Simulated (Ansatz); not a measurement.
# ScPt3: the cost of one run

Computed with the Python package of Ansatz 0.2.0. Level of theory: DFT r2SCAN, plane waves, PAW.

## Step 1: Starting point

ScPt3 Pm-3m: The structure is cubic, space group Pm-3m (No. 221). Conventional cell: a = 3.820 Å, b = 3.820 Å, c = 3.820 Å, α = 90.00°, β = 90.00°, γ = 90.00°. Sc (site symmetry m-3m) is surrounded by 12 Pt at 2.70 Å. Pt (site symmetry 4/mmm) is surrounded by 4 Sc at 2.70 Å and 8 Pt at 2.70 Å.

LaPt3 Pm-3m: The structure is cubic, space group Pm-3m (No. 221). Conventional cell: a = 4.280 Å, b = 4.280 Å, c = 4.280 Å, α = 90.00°, β = 90.00°, γ = 90.00°. La (site symmetry m-3m) has 12 Pt at 3.03 Å as nearest neighbours. Pt (site symmetry 4/mmm) is surrounded by 4 La at 3.03 Å and 8 Pt at 3.03 Å.

LuPt3 Pm-3m: It takes space group Pm-3m (No. 221, cubic). The conventional cell has a = 4.030 Å, b = 4.030 Å, c = 4.030 Å, α = 90.00°, β = 90.00°, γ = 90.00°. Lu (site symmetry m-3m) is surrounded by 12 Pt at 2.85 Å. Around Pt (site symmetry 4/mmm) lie 4 Lu at 2.85 Å and 8 Pt at 2.85 Å.

No structure file is read: the coordinates are typed or built in the script.

## Step 2: The script

Input file run_series.py:

```python
# -*- coding: utf-8 -*-
"""A chemical series on the Cu3Au structure: relaxed cells and their trends."""

import warnings

import ansatz as az
import numpy as np


def cu3au(first, second, a):
    return (
        az.Lattice.cubic(a)
        .space_group(221)
        .atom(first, (0, 0, 0))
        .atom(second, (0, 0.5, 0.5))
    )


def solve(name, crystal, relax=True):
    calc = (
        crystal.calculation()
        .functional("r2scan")
        .basis(620)
        .kpoints(spacing=0.3)
        .occupations("fermi_dirac", width=0.05)
        .stress()
        .band_table()
    )
    if relax:
        calc = calc.relax(force_tolerance=0.02, cell=True)
    return calc.run(threads=1, pin="off")

def bulk_modulus(name, outcome, step=0.01):
    # B = -V dP/dV from the pressures of two uniformly scaled cells, atoms held at their fractions
    pressure = []
    for factor in (1 - step, 1.0, 1 + step):
        cell = az.Crystal(lattice=az.Lattice.of(outcome.lattice.cell_ang * factor ** (1 / 3)))
        for site in outcome.report["lattice"]["sites"]:
            cell = cell.atom(site["symbol"], site["position_frac"])
        pressure.append(np.trace(solve(name, cell, relax=False).report["stress_gpa"]) / 3)
    slope, bend = (pressure[0] - pressure[2]) / (2 * step), abs(pressure[0] + pressure[2] - 2 * pressure[1])
    # a jump of mesh or basis between the cells shows as a kink: no modulus then
    return float(slope) if bend < 12 * step**2 * abs(slope) + 0.15 and abs(pressure[1]) < 1.5 else float("nan")

def relaxed_twice(name, crystal):
    # the second pass draws mesh and plane waves anew for the relaxed cell
    first = solve(name, crystal)
    again = az.Crystal(lattice=az.Lattice.of(first.lattice.cell_ang))
    for site in first.report["lattice"]["sites"]:
        again = again.atom(site["symbol"], site["position_frac"])
    return solve(name, again)


def volume_per_atom(outcome):
    return abs(np.linalg.det(outcome.lattice.cell_ang)) / len(outcome.lattice.sites)

# the lattice constants below are starting guesses
warnings.simplefilter("ignore", az.DeckWarning)

phases = {}
phases["ScPt3"] = cu3au("Sc", "Pt", 3.82)
phases["LaPt3"] = cu3au("La", "Pt", 4.28)
phases["LuPt3"] = cu3au("Lu", "Pt", 4.03)

done = {name: relaxed_twice(name, crystal) for name, crystal in phases.items()}

rows = [(name, float(np.linalg.norm(o.lattice.cell_ang[0])), volume_per_atom(o), bulk_modulus(name, o)) for name, o in done.items()]
print("| compound | a (A) | V (A^3/atom) | B (GPa) |")
print("| --- | --- | --- | --- |")
for row in rows:
    print(f"| {row[0]} | {row[1]:.3f} | {row[2]:.3f} | {row[3]:.0f} |")
```

## Step 3: The calls as engine input

The package turns the script's settings into the engine's input (first run):

```yaml
crystal:
  lattice:
    bravais: cubic
    a: 3.82
  space_group: 221
  atoms:
    - { symbol: Sc, position: [0.0, 0.0, 0.0] }
    - { symbol: Pt, position: [0.0, 0.5, 0.5] }
basis:
  ecutwfc: 620.0
kpoints:
  mp_grid:
    kspacing: 0.3
hamiltonian:
  xc: r2scan
scf:
  occupations:
    method: fermi_dirac
    width: 0.05
relax:
  f_tol: 0.02
  cell: {}
output:
  stress: true
  eigenvalues: true
```

## Step 4: Launch

Started as:

```bash
> python run_series.py
```

**Question.** How long does this script take on 1 thread of Arm Neoverse V2, shared host, and how much memory does it need?

About 4.7 min, with a peak of 0.74 GiB.
